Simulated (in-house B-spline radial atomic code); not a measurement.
**Sb²²⁺: starting-point dependence of G0W0 and RPA**

G0W0 and RPA are one-shot methods. How much does the choice of start matter for Sb²²⁺?

The numbers are computed with an in-house B-spline radial atomic code, version 1 (RPA, second order, AC-SOSEX and G0W0 (contour deformation) on a scalar-relativistic mean field, all electrons; no spin-orbit coupling, Breit or QED terms, no two-electron picture change), except any that are marked as measured or tabulated.

## 1. Starting point

- element: antimony (Z = 51)
- charge: +22
- electrons: 29
- configuration: [Ar] 3d10 4s1
- next ion, run as well: [Ar] 3d10
- Hamiltonian: scalar-relativistic (spin-free one-electron X2C), finite nucleus
- starts: Hartree-Fock, PBE, BHandHLYP, HSE06

The outer shells:

Sb22+
```
[Ar] core
3d [↑↓][↑↓][↑↓][↑↓][↑↓]
4s [↑ ]
```

## 2. Hartree-Fock start

The run's settings:

```ini
Z = 51
electrons = 29.0
configuration = [Ar] 3d10 4s1
hamiltonian = x2c
method = hf
lmax = 9
rms_radius = 4.6802
spin_polarised = True
box_radius = 3.81
intervals = 63
```

Command:

```bash
> python run_gw.py task.json out
```

One command runs all members of the session, one after another, from task.json.

The runs that follow: PBE start; BHandHLYP start; HSE06 start.

Q: Predict the outcome of this session. Wanted: highest level, mean field; highest level, G0W0; RPA correlation energy; RPA+SOSEX.

**Answer**, as computed:

| quantity | value |
| --- | --- |
| highest level, mean field (range over the runs) | -692.48 to -681.52 eV |
| highest level, G0W0 (range over the runs) | -695.42 to -694.91 eV |
| RPA correlation energy | -2.312 to -2.210 hartree |
| RPA+SOSEX | -1.6085 to -1.5404 hartree |
| semi-empirical ionisation energy (4s shell) | 693.26 ± 0.2 eV (NIST Atomic Spectra Database, ionization energies) |
| G0W0 removal energy less that value | +1.65 to +2.16 eV |

In words: The starts spread the highest level over 11.0 eV; after G0W0 0.50 eV remain, 4.6 % of that. Without exact exchange the level is bound too weakly, and G0W0 lowers it by 14 eV. RPA gives the most correlation on PBE and the least on Hartree-Fock (4.4 % apart); over the runs it loosely follows the gap of the start, as smaller excitation energies give more correlation. All runs miss the semi-empirical ionisation energy, 693.26 ± 0.2 eV, by about +1.96 eV (+0.28 %), far more than they differ among themselves. At this charge the missing Breit, QED and picture-change terms are part of the miss. Read as a removal energy, the bare PBE level is off by -11.7 eV (-1.7 %) and the nearest bare level, Hartree-Fock's, by -0.784 eV. As differences of total energies the mean miss over the starts is 2.5 eV for mean field, 1.3 eV for RPA, 0.34 eV for RPA+SOSEX.
